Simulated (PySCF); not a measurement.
# MoS2Cl2 (SMILES [S]=[Mo](=[S])([Cl])[Cl]) at 6 levels

Aim: a comparison of 6 runs (HF/3-21G, TPSSh/STO-3G, PBE0/def2-SVP, BLYP/def2-TZVP, MP2/STO-3G, MP2/def2-TZVP) of MoS2Cl2. Input form: a Python script.

The results are computed with PySCF 2.14.0.

1 further run of the same task is left out (set aside as unsound or not needed).

**1. The system as given**

MoS2Cl2: 5 atoms, total charge 0, spin state singlet. As SMILES, `[S]=[Mo](=[S])([Cl])[Cl]`. The coordinates come from a PBE0-D4/def2-TZVP relaxation.

Bond lengths: S1–Mo2 2.084 Å, Mo2–S3 2.084 Å, Mo2–Cl4 2.230 Å, Mo2–Cl5 2.230 Å. Angles: S1–Mo2–S3 107.8°, S1–Mo2–Cl4 109.0°, S1–Mo2–Cl5 109.0°, S3–Mo2–Cl4 109.0°, S3–Mo2–Cl5 109.0°, Cl4–Mo2–Cl5 113.0°.

**2. Energy and gradient at HF/3-21G (run 1)**

The input, calc.py:

```python
# [S]=[Mo](=[S])([Cl])[Cl]
import pyscf.grad
from pyscf import gto, scf

mol = gto.M(
    atom='''
S     -0.469030    -0.630413     3.846915
Mo     0.020220    -0.029291    -0.014173
S      3.061545    -2.231767    -1.201299
Cl    -3.452719    -1.280100    -2.046384
Cl     0.934281     4.032487    -0.663483
''',
    spin=0,
    unit='bohr',
    max_memory=1860,
    verbose=4,
    basis='3-21g',
)

calc0 = scf.RHF(mol)
calc0.conv_tol = 1e-10
calc0.kernel()
if not calc0.converged:
    calc0 = calc0.newton().run(calc0.mo_coeff, calc0.mo_occ)

e_tot = calc0.e_tot
print('Final energy', e_tot)
grad = calc0.Gradients().kernel()
dip = calc0.dip_moment()
pop, q = calc0.mulliken_pop()
```

Started as:

```console
$ OMP_NUM_THREADS=1 python calc.py
```

The log of the run:

```text
PySCF version 2.14.0

[INPUT] num. atoms = 5
[INPUT] num. electrons = 108
[INPUT] charge = 0
[INPUT] spin (= nelec alpha-beta = 2S) = 0
[INPUT] symmetry False subgroup None
[INPUT] Mole.unit = bohr
[INPUT] Symbol           X                Y                Z      unit          X                Y                Z       unit  Magmom
[INPUT]  1 S     -0.248199987238  -0.333600193068   2.035699750346 AA   -0.469030000000  -0.630413000000   3.846915000000 Bohr   0.0
[INPUT]  2 Mo     0.010699963205  -0.015500129685  -0.007500028610 AA    0.020220000000  -0.029291000000  -0.014173000000 Bohr   0.0
[INPUT]  3 S      1.620099844206  -1.181000236483  -0.635700054301 AA    3.061545000000  -2.231767000000  -1.201299000000 Bohr   0.0
[INPUT]  4 Cl    -1.827100210510  -0.677399747699  -1.082899777591 AA   -3.452719000000  -1.280100000000  -2.046384000000 Bohr   0.0
[INPUT]  5 Cl     0.494400213796   2.133900223731  -0.351100083433 AA    0.934281000000   4.032487000000  -0.663483000000 Bohr   0.0

[... 60 lines left out ...]
converged SCF energy = -5662.33933847563
Final energy -5662.33933847563
[... 11 lines left out ...]
Dipole moment(X, Y, Z, Debye):  0.71913, -0.78984,  0.75405
[... 55 lines left out ...]
pop of  2 S 2py           1.96099
pop of  2 S 2pz           1.96307
pop of  2 S 3px           0.74999
pop of  2 S 3py           0.74567
pop of  2 S 3pz           0.80308
pop of  2 S 4px           0.53875
pop of  2 S 4py           0.60047
pop of  2 S 4pz           0.69308
pop of  3 Cl 1s           1.99859
pop of  3 Cl 2s           1.95898
pop of  3 Cl 3s           1.13131
pop of  3 Cl 4s           0.90031
pop of  3 Cl 2px          1.96653
pop of  3 Cl 2py          1.96903
pop of  3 Cl 2pz          1.96868
pop of  3 Cl 3px          0.96061
pop of  3 Cl 3py          1.02272
pop of  3 Cl 3pz          1.01649
pop of  3 Cl 4px          0.70983
pop of  3 Cl 4py          0.83352
pop of  3 Cl 4pz          0.80005
pop of  4 Cl 1s           1.99859
pop of  4 Cl 2s           1.95898
pop of  4 Cl 3s           1.13131
pop of  4 Cl 4s           0.90031
pop of  4 Cl 2px          1.96941
pop of  4 Cl 2py          1.96520
pop of  4 Cl 2pz          1.96964
pop of  4 Cl 3px          1.03387
pop of  4 Cl 3py          0.92526
pop of  4 Cl 3pz          1.04069
pop of  4 Cl 4px          0.84244
pop of  4 Cl 4py          0.65709
pop of  4 Cl 4pz          0.84385
 ** Mulliken atomic charges  **
charge of    0S =      0.01801
charge of    1Mo =      0.43730
charge of    2S =      0.01798
charge of    3Cl =     -0.23665
charge of    4Cl =     -0.23664
```

Wall time 6.6 s (1 thread of Arm Neoverse V2, shared host); peak memory 0.18 GiB.

**3. Energy and gradient at TPSSh/STO-3G (run 2)**

The input, run.py:

```python
from pyscf import gto, dft

system = gto.M(
    atom=[
    ('S', (-0.248200, -0.333600, 2.035700)),
    ('Mo', (0.010700, -0.015500, -0.007500)),
    ('S', (1.620100, -1.181000, -0.635700)),
    ('Cl', (-1.827100, -0.677400, -1.082900)),
    ('Cl', (0.494400, 2.133900, -0.351100)),
],
    verbose=4,
    max_memory=1860,
    charge=0,
    basis='sto-3g',
)

calc0 = dft.RKS(system, xc='tpssh')
calc0.conv_tol = 1e-10
calc0.grids.level = 5
calc0.kernel()
if not calc0.converged:
    calc0 = calc0.newton().run(calc0.mo_coeff, calc0.mo_occ)

e_tot = calc0.e_tot
print('E(%s) = %.9f' % ('TPSSH', e_tot))
grad = calc0.nuc_grad_method().kernel()
dip = calc0.dip_moment()
pop, q = calc0.mulliken_pop()
```

Started as:

```console
$ OMP_NUM_THREADS=1 python run.py
```

The log of the run:

```text
PySCF version 2.14.0

[INPUT] num. atoms = 5
[INPUT] num. electrons = 108
[INPUT] charge = 0
[INPUT] spin (= nelec alpha-beta = 2S) = 0
[INPUT] symmetry False subgroup None
[INPUT] Mole.unit = angstrom
[INPUT] Symbol           X                Y                Z      unit          X                Y                Z       unit  Magmom
[INPUT]  1 S     -0.248200000000  -0.333600000000   2.035700000000 AA   -0.469030024117  -0.630412635155   3.846915471777 Bohr   0.0
[INPUT]  2 Mo     0.010700000000  -0.015500000000  -0.007500000000 AA    0.020220069533  -0.029290754931  -0.014172945934 Bohr   0.0
[INPUT]  3 S      1.620100000000  -1.181000000000  -0.635700000000 AA    3.061545294408  -2.231766553111  -1.201298897386 Bohr   0.0
[INPUT]  4 Cl    -1.827100000000  -0.677400000000  -1.082900000000 AA   -3.452718602193  -1.280100476780  -2.046384420292 Bohr   0.0
[INPUT]  5 Cl     0.494400000000   2.133900000000  -0.351100000000 AA    0.934280595985   4.032486577209  -0.663482842335 Bohr   0.0

[... 69 lines left out ...]
converged SCF energy = -5636.022438469
[... 13 lines left out ...]
Dipole moment(X, Y, Z, Debye):  0.99096, -1.08847,  1.03873
[... 30 lines left out ...]
pop of  1 Mo 3dxz         1.97912
pop of  1 Mo 3dx2-y2      1.97812
pop of  1 Mo 4dxy         0.76248
pop of  1 Mo 4dyz         0.83072
pop of  1 Mo 4dz^2        0.91163
pop of  1 Mo 4dxz         0.85193
pop of  1 Mo 4dx2-y2      0.79250
pop of  2 S 1s            1.99991
pop of  2 S 2s            1.99726
pop of  2 S 3s            1.95457
pop of  2 S 2px           1.98216
pop of  2 S 2py           1.98437
pop of  2 S 2pz           1.98699
pop of  2 S 3px           1.29227
pop of  2 S 3py           1.34401
pop of  2 S 3pz           1.43030
pop of  3 Cl 1s           1.99996
pop of  3 Cl 2s           1.99852
pop of  3 Cl 3s           2.00878
pop of  3 Cl 2px          1.99266
pop of  3 Cl 2py          1.99672
pop of  3 Cl 2pz          1.99586
pop of  3 Cl 3px          1.66155
pop of  3 Cl 3py          1.82429
pop of  3 Cl 3pz          1.79450
pop of  4 Cl 1s           1.99996
pop of  4 Cl 2s           1.99852
pop of  4 Cl 3s           2.00878
pop of  4 Cl 2px          1.99711
pop of  4 Cl 2py          1.99079
pop of  4 Cl 2pz          1.99733
pop of  4 Cl 3px          1.84356
pop of  4 Cl 3py          1.58215
pop of  4 Cl 3pz          1.85463
 ** Mulliken atomic charges  **
charge of    0S =      0.02818
charge of    1Mo =      0.48932
charge of    2S =      0.02816
charge of    3Cl =     -0.27284
charge of    4Cl =     -0.27283
```

Wall time 30 s (1 thread of Arm Neoverse V2, shared host); peak memory 0.65 GiB.

Runs 3 to 5 aren't shown in full; the table further down has their settings and results.

**4. Energy and gradient at MP2/def2-TZVP (core potential) (run 6)**

The input, input.xyz:

```xyz
5

S     -0.248200    -0.333600     2.035700
Mo     0.010700    -0.015500    -0.007500
S      1.620100    -1.181000    -0.635700
Cl    -1.827100    -0.677400    -1.082900
Cl     0.494400     2.133900    -0.351100
```

The input, input.py:

```python
# [S]=[Mo](=[S])([Cl])[Cl]
import pyscf.grad
from pyscf import gto, scf, mp

mol = gto.M(
    atom='input.xyz',
    verbose=4,
    ecp={'Mo': 'def2-svp'},
    basis='def2-tzvp',
    max_memory=1860,
    charge=0,
)

mf = scf.RHF(mol)
mf.conv_tol = 1e-10
mf.kernel()
if not mf.converged:
    mf = mf.newton().run(mf.mo_coeff, mf.mo_occ)

pt = mp.MP2(mf, frozen=20).run()
e_tot = pt.e_tot
print('E = %.10f Eh' % e_tot)
grad = pt.Gradients().kernel()
dip = mf.dip_moment()
pop, q = mf.mulliken_pop()
```

Started as:

```console
$ OMP_NUM_THREADS=1 python input.py
```

The log of the run:

```text
PySCF version 2.14.0

[INPUT] num. atoms = 5
[INPUT] num. electrons = 80
[INPUT] charge = 0
[INPUT] spin (= nelec alpha-beta = 2S) = 0
[INPUT] symmetry False subgroup None
[INPUT] Mole.unit = angstrom
[INPUT] Symbol           X                Y                Z      unit          X                Y                Z       unit  Magmom
[INPUT]  1 S     -0.248200000000  -0.333600000000   2.035700000000 AA   -0.469030024117  -0.630412635155   3.846915471777 Bohr   0.0
[INPUT]  2 Mo     0.010700000000  -0.015500000000  -0.007500000000 AA    0.020220069533  -0.029290754931  -0.014172945934 Bohr   0.0
[INPUT]  3 S      1.620100000000  -1.181000000000  -0.635700000000 AA    3.061545294408  -2.231766553111  -1.201298897386 Bohr   0.0
[INPUT]  4 Cl    -1.827100000000  -0.677400000000  -1.082900000000 AA   -3.452718602193  -1.280100476780  -2.046384420292 Bohr   0.0
[INPUT]  5 Cl     0.494400000000   2.133900000000  -0.351100000000 AA    0.934280595985   4.032486577209  -0.663482842335 Bohr   0.0

[... 60 lines left out ...]
converged SCF energy = -1781.75131868238
[... 17 lines left out ...]
Dipole moment(X, Y, Z, Debye):  0.11555, -0.12679,  0.12171
[... 155 lines left out ...]
pop of  4 Cl 4s           1.07740
pop of  4 Cl 5s           0.92834
pop of  4 Cl 2px          1.39658
pop of  4 Cl 2py          1.39036
pop of  4 Cl 2pz          1.39709
pop of  4 Cl 3px          0.56291
pop of  4 Cl 3py          0.56709
pop of  4 Cl 3pz          0.56254
pop of  4 Cl 4px          0.36133
pop of  4 Cl 4py          0.32182
pop of  4 Cl 4pz          0.36449
pop of  4 Cl 5px          1.00014
pop of  4 Cl 5py          0.93926
pop of  4 Cl 5pz          1.00574
pop of  4 Cl 6px          0.54099
pop of  4 Cl 6py          0.43001
pop of  4 Cl 6pz          0.54102
pop of  4 Cl 3dxy         0.00170
pop of  4 Cl 3dyz         0.00151
pop of  4 Cl 3dz^2        0.00108
pop of  4 Cl 3dxz         0.00014
pop of  4 Cl 3dx2-y2      0.00269
pop of  4 Cl 4dxy         0.00837
pop of  4 Cl 4dyz         0.00783
pop of  4 Cl 4dz^2        0.00429
pop of  4 Cl 4dxz         0.00076
pop of  4 Cl 4dx2-y2      0.01080
pop of  4 Cl 4f-3         0.00077
pop of  4 Cl 4f-2         0.00014
pop of  4 Cl 4f-1         0.00054
pop of  4 Cl 4f+0         0.00028
pop of  4 Cl 4f+1         0.00006
pop of  4 Cl 4f+2         0.00042
pop of  4 Cl 4f+3         0.00070
 ** Mulliken atomic charges  **
charge of    0S =     -0.34959
charge of    1Mo =      1.50567
charge of    2S =     -0.34960
charge of    3Cl =     -0.40324
charge of    4Cl =     -0.40323
```

It took 2.7 min on 1 thread of Arm Neoverse V2, shared host; peak memory 2.7 GiB.

**5. The series**

| run | level | integration grid | core potential | energy (Eh) | dipole moment (D) of the reference | HOMO energy (eV) | LUMO energy (eV) | wall time |
| --- | --- | --- | --- | --- | --- | --- | --- | --- |
| 1 | HF/3-21G | – | – | -5662.339338 | 1.31 | -10.87 | -2.04 | 6.6 s |
| 2 | TPSSh/STO-3G | 5 | – | -5636.022438 | 1.80 | -4.14 | -1.06 | 30 s |
| 3 | PBE0/def2-SVP (core potential) | 5 | def2-svp | -1784.041236 | 0.12 | -7.80 | -3.96 | 41 s |
| 4 | BLYP/def2-TZVP (core potential) | 5 | def2-svp | -1785.250233 | 0.17 | -6.46 | -4.42 | 2.1 min |
| 5 | MP2/STO-3G | – | – | -5632.089324 | 2.20 | -7.43 | 2.72 | 9.3 s |
| 6 | MP2/def2-TZVP (core potential) | – | def2-svp | -1783.032278 | 0.21 | -10.21 | -0.76 | 2.7 min |

**6. Results**

| quantity | value |
| --- | --- |
| run 6: total energy | -1783.03228 Eh |
| run 6: dipole moment (Hartree–Fock density) | 0.21 D |
| run 6: HOMO energy (Hartree–Fock orbitals) | -10.21 eV |
| run 6: LUMO energy (Hartree–Fock orbitals) | -0.76 eV |
| run 6: HOMO–LUMO gap (Hartree–Fock orbitals) | 9.45 eV |
| run 6: correlation energy (20 core orbitals frozen) | -1281.0 mEh |
| run 6: largest force on an atom | 1.936 eV/Å |

Over runs 1, 2, 3, 4 the dipole moment (its size) runs from 0.12 D (PBE0/def2-SVP) to 1.80 D (TPSSh/STO-3G). The two ends differ in method and basis and core potential. The two dipoles point in opposite directions. Over runs 1, 2, 3, 4 the HOMO–LUMO gap runs from 2.04 eV (BLYP/def2-TZVP) to 8.82 eV (HF/3-21G). Totals of different functionals can't be ranked against each other. Some runs of one species differ in core potentials or relativity; totals across that change don't compare. In runs 2, 5 the basis is minimal, so the values are rough. In runs 1, 2, 5 relativity is left out where basis or elements ask for it. All runs together took 6.2 min, the longest 2.7 min.
